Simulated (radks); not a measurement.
# Valence configurations of Dy³⁺

One table from this session's results is given with a row withheld; the runs are named, their logs left out.

Method: Dirac Kohn-Sham, PBE, spin-unpolarised, spherical densities, finite nucleus; open shells fill j = l - 1/2 first. Code: radks (a radial shooting solver on a logarithmic mesh, Libxc functionals) version 1.

**What is computed**

* element: dysprosium (Z = 66)
* charge: +3
* electrons: 63
* configuration: [Xe] 4f9
* nuclear rms radius: 5.2218 fm
* others tried: 4f7 6s2; 4f7 5d2; 4f8.5 6p0.5; 4f8 6s1; 4f8 6p1; 4f8 5d1; 4f6 5d3; 4f8 5d0.5 6p0.5; 4f7 5d1 6p1

Set-up of the first run:

Settings of this run:

```text
Z 66
configuration [Xe] 4f9
relativity Dirac
functional pbe,pbe
spin unpolarised
j_filling energy
nucleus finite rms 5.2218 fm
c 137.035999084
```

On the command line:

```bash
$ python run_ks.py task.json out
```

The same process makes all the runs of this session.

Among the steps run: [Xe] 4f9.

One of the session's tables, all rows but one given; the rest of the session is left out.

It belongs to the step «[Xe] 4f9». From the orbitals of this run (lengths in bohr):

```
level     <r>  outermost maximum (interpolated)  90 % within  nodes
4p3/2  0.5701                             0.524        0.829      2
4d3/2  0.6017                             0.529        0.904      1
4d5/2  0.6125                             0.538        0.920      1
5s1/2       ?                                 ?            ?      ?
5p1/2   1.418                              1.25         2.07      3
5p3/2   1.507                              1.32         2.20      3
4f5/2  0.8011                             0.532         1.37      0
4f7/2  0.8129                             0.537         1.39      0
```

**Question.** Estimate the row for 5s1/2.

The run gave: <r>: 1.276; outermost maximum (interpolated): 1.15; 90 % within: 1.83; nodes: 4. In the column «<r>» it lies between 4f7/2 (0.8129) and 5p1/2 (1.418).
